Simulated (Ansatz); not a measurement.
# C₃H₈ClNOSi: up Jacob's ladder to CCSD(T)

How much do the methods differ for C₃H₈ClNOSi? The plan is to run it at one geometry with functionals of several rungs and with coupled cluster, and see how far each lands from CCSD(T) at the basis-set limit for the atomisation energy.

The runs use Ansatz 0.2.0, Gaussian basis; functionals in def2-TZVPP, the program's frozen cores in correlated methods.

The runs, in order: PBE-D4, r2SCAN-D4, PBE0-D4, B3LYP-D4, ωB97X-V, ωB97M-V, B2PLYP; CCSD(T)/def2-TZVPP; MP2/def2-QZVPP; extrapolation to the limit.

## Step 1: Structure used throughout

An earlier PBE0-D4 in a triple-zeta def2 set relaxation fixed the geometry.

SMILES `C=C[Si](N)(Cl)OC`, 15 atoms, charge 0, spin multiplicity 1.

Atoms are counted from 1 here; the program's logs count them from 0.

Bond lengths: C1–C2 1.330 Å, C1–H8 1.086 Å, C1–H9 1.086 Å, C2–Si3 1.850 Å, C2–H10 1.090 Å, Si3–N4 1.703 Å, Si3–Cl5 2.060 Å, Si3–O6 1.632 Å, N4–H11 1.008 Å, N4–H12 1.008 Å, O6–C7 1.411 Å, C7–H13 1.091 Å, C7–H14 1.095 Å, C7–H15 1.095 Å. Angles: C2–C1–H8 122.0°, C2–C1–H9 121.5°, H8–C1–H9 116.5°, C1–C2–Si3 124.9°, C1–C2–H10 118.0°, Si3–C2–H10 117.1°, C2–Si3–N4 107.7°, C2–Si3–Cl5 108.8°, C2–Si3–O6 114.4°, N4–Si3–Cl5 114.4°, N4–Si3–O6 108.7°, Cl5–Si3–O6 103.0°, Si3–N4–H11 119.9°, Si3–N4–H12 119.2°, H11–N4–H12 111.0°, Si3–O6–C7 123.9°, O6–C7–H13 108.1°, O6–C7–H14 110.9° and more.

Coordinates:

```
C    -0.19011    1.89011    1.83015
C     0.34115    1.05781    0.93967
Si   -0.47672   -0.47339    0.30131
N     0.59803   -1.77299    0.54048
Cl   -2.29844   -0.69202    1.23711
O    -0.88073   -0.41283   -1.27858
C     0.05340   -0.24992   -2.32295
H     0.33006    2.78235    2.16709
H    -1.17164    1.71127    2.25838
H     1.33163    1.29181    0.54850
H     0.34704   -2.69743    0.22557
H     1.13641   -1.81526    1.39121
H    -0.42984   -0.53685   -3.25825
H     0.37123    0.79489   -2.40359
H     0.93855   -0.87755   -2.17613
```

## Step 2: PBE-D4 (GGA)

File in.yaml:

```yaml
crystal:
  periodic: [false, false, false]
  atoms:
    - {symbol: C, position_ang: [-0.190106, 1.890106, 1.830153]}
    - {symbol: C, position_ang: [0.341149, 1.057810, 0.939674]}
    - {symbol: Si, position_ang: [-0.476721, -0.473389, 0.301313]}
    - {symbol: N, position_ang: [0.598028, -1.772992, 0.540485]}
    - {symbol: Cl, position_ang: [-2.298440, -0.692016, 1.237114]}
    - {symbol: O, position_ang: [-0.880733, -0.412828, -1.278581]}
    - {symbol: C, position_ang: [0.053396, -0.249919, -2.322955]}
    - {symbol: H, position_ang: [0.330060, 2.782349, 2.167091]}
    - {symbol: H, position_ang: [-1.171639, 1.711272, 2.258376]}
    - {symbol: H, position_ang: [1.331626, 1.291811, 0.548502]}
    - {symbol: H, position_ang: [0.347040, -2.697427, 0.225572]}
    - {symbol: H, position_ang: [1.136407, -1.815260, 1.391212]}
    - {symbol: H, position_ang: [-0.429836, -0.536852, -3.258251]}
    - {symbol: H, position_ang: [0.371229, 0.794892, -2.403587]}
    - {symbol: H, position_ang: [0.938550, -0.877548, -2.176129]}
basis:
  gaussian: {orbitals: def2-TZVPP}
hamiltonian: {xc: pbe, dispersion: d4}
output: {forces: true, orbitals: {seedname: orbitals}}
```

Command:

```bash
> ansatz run in.yaml --threads 2 --pin off --events-out ev --progress --plain --max-ram 22528MiB --backend cuda --devices 0, --max-vram 18GiB
```

Further steps of the session: r2SCAN-D4 (meta-GGA); PBE0-D4 (hybrid); B3LYP-D4 (hybrid); ωB97X-V (range-separated); ωB97M-V (range-separated); B2PLYP (double hybrid); CCSD(T) in def2-TZVPP; MP2 in def2-QZVPP.

Before running them: what should the planned runs give, taken together? Wanted: atomisation energy, CCSD(T)/CBS; farthest; mean size of error, hybrid; mean size of error, range-separated; gap, smallest and largest; T1 diagnostic; triples share of the correlation energy.

**Answer**, as computed:

| quantity | value |
| --- | --- |
| atomisation energy, CCSD(T)/CBS | 1416.0 kcal/mol |
| functionals within 7.1 kcal/mol (0.5 %) | r2SCAN-D4, PBE0-D4, B3LYP-D4, ωB97X-V, ωB97M-V |
| farthest | PBE-D4 (+26.3 kcal/mol) |
| mean size of error, hybrid | 1.4 kcal/mol |
| mean size of error, range-separated | 3.7 kcal/mol |
| gap, smallest and largest | 4.76 eV (PBE-D4), 11.93 eV (ωB97X-V) |
| T1 diagnostic | 0.0108 |
| triples share of the correlation energy | 4.0 % |

What this shows: PBE-D4 misses by +26.3 kcal/mol. Double hybrids carry the basis error of their MP2 part in triple zeta, and no dispersion term here, so their miss is partly the set-up's. Misses under about 7.1 kcal/mol are within the doubt on the reference itself, which lacks core-valence correlation, relativity and higher excitations. Hartree-Fock recovers 73 % of the binding; the rest is correlation. The gap grows from 4.8 to 11.9 eV across the functionals, mostly with the share of exact exchange.
